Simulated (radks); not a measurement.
# Fe⁺ in [Ar] 3d6 4s1: an all-electron calculation

The task here is to estimate one member of a computed series from the others.

Method: scalar-relativistic Kohn-Sham, PBE, spin-polarised, spherical densities, finite nucleus; open shells are filled with parallel spins first. Code: radks (a radial shooting solver on a logarithmic mesh, Libxc functionals) version 1.

## What is computed

| Quantity | Value |
| --- | --- |
| element | iron (Z = 26) |
| charge | +1 |
| electrons | 25 |
| configuration | [Ar] 3d6 4s1 |
| nuclear rms radius | 3.7377 fm |

The outer shells:

Fe⁺
```
[Ar] core
3d [↑↓][↑ ][↑ ][↑ ][↑ ]
4s [↑ ]
```

Set-up of the first run:

Settings of this run:

```text
Z 26
configuration [Ar] 3d6 4s1 4p0 5s0 4d0 4f0
relativity scalar-relativistic
functional pbe,pbe
spin polarised
nucleus finite rms 3.7377 fm
c 137.035999084
```

Steps of the session up to this table: Self-consistent calculation.

One of the session's tables, all rows but one given; the rest of the session is left out.

It belongs to the step «Radial structure». Sizes of the orbitals, from the radial functions (bohr):

```
  level      <r>  outermost maximum (interpolated)  90 % within  nodes
  1s up  0.05846                            0.0383        0.104      0
1s down  0.05846                            0.0383        0.104      0
  2s up   0.2671                             0.222        0.414      1
2s down   0.2667                             0.222        0.413      1
  2p up   0.2357                             0.180        0.386      0
2p down   0.2353                             0.180        0.385      0
  3s up   0.8104                             0.701         1.21      2
3s down   0.8125                             0.701         1.22      2
  3p up   0.8570                             0.713         1.32      1
3p down        ?                                 ?            ?      ?
  3d up    1.097                             0.710         1.91      0
3d down    1.146                             0.717         2.03      0
  4s up    2.656                              2.25         3.96      3
4s down    2.760                              2.32         4.13      3
  4p up    3.348                              2.77         5.07      2
4p down    3.569                              2.91         5.46      2
```

Estimate the missing values for 3p down.

The run gave: <r>: 0.8608; outermost maximum (interpolated): 0.714; 90 % within: 1.33; nodes: 1. In the column «<r>» it lies between 3p up (0.8570) and 3d up (1.097).

To keep in mind: Open shells are spherical and high-spin; term and fine-structure splittings are not resolved.
